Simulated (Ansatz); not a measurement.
# Cs: the cost of one run

Computed with Ansatz 0.2.0 (DFT PBE, scalar-relativistic, plane waves, PAW, unless a step's input says otherwise).

1 further run of the same task is left out (set aside as unsound or not needed).

## (1) Starting point

It takes space group Im-3m (No. 229, cubic). Conventional cell: a = 6.159 Å, b = 6.159 Å, c = 6.159 Å, α = 90.00°, β = 90.00°, γ = 90.00°.

As a file:

```
Cs
1.0
    -3.07943    3.07943    3.07943
     3.07943   -3.07943    3.07943
     3.07943    3.07943   -3.07943
Cs
1
Direct
  0.00000 0.00000 0.00000
```

This cell was relaxed beforehand with the same method: volume 116.81 Å³/atom, gap on the mesh none (metal).

## (2) Electronic structure at the relaxed geometry

input.yaml reads:

```yaml
crystal:
  lattice:
    - [-3.0794321596, 3.0794321596, 3.0794321596]
    - [3.0794321596, -3.0794321596, 3.0794321596]
    - [3.0794321596, 3.0794321596, -3.0794321596]
  atoms:
    - { symbol: Cs, position: [0.0, 0.0, 0.0] }
basis:
  ecutwfc: 420
kpoints:
  mp_grid: { grid: [10, 10, 10] }
  band_path:
    path:
      - [[0.0, 0.0, 0.0], [0.5, -0.5, 0.5], [0.0, 0.0, 0.5], [0.0, 0.0, 0.0], [0.25, 0.25, 0.25], [0.5, -0.5, 0.5]]
      - [[0.25, 0.25, 0.25], [0.0, 0.0, 0.5]]
    npoints: 14
hamiltonian:
  xc: pbe
scf:
  occupations: { method: gaussian, width: 0.1 }
  n_extra_bands: 6
output:
  forces: true
  stress: true
  eigenvalues: true
  populations: true
  dos: { projected: true, de: 0.02, nscf_kmesh: { grid: [15, 15, 15] } }
  bader: true
  write_density: true
  write_potential: true
  elf: true
  volumetric_format: npy
```

Run with:

```bash
$ ansatz run input.yaml --threads 1 --pin off --max-ram 2560MiB --backend cpu --events-out ev --progress --plain --runs-dir out
```

What time and memory should one allow on 1 thread of Intel Xeon Platinum 8488C (Sapphire Rapids), shared host?

About 14 s, with a peak of 0.43 GiB.
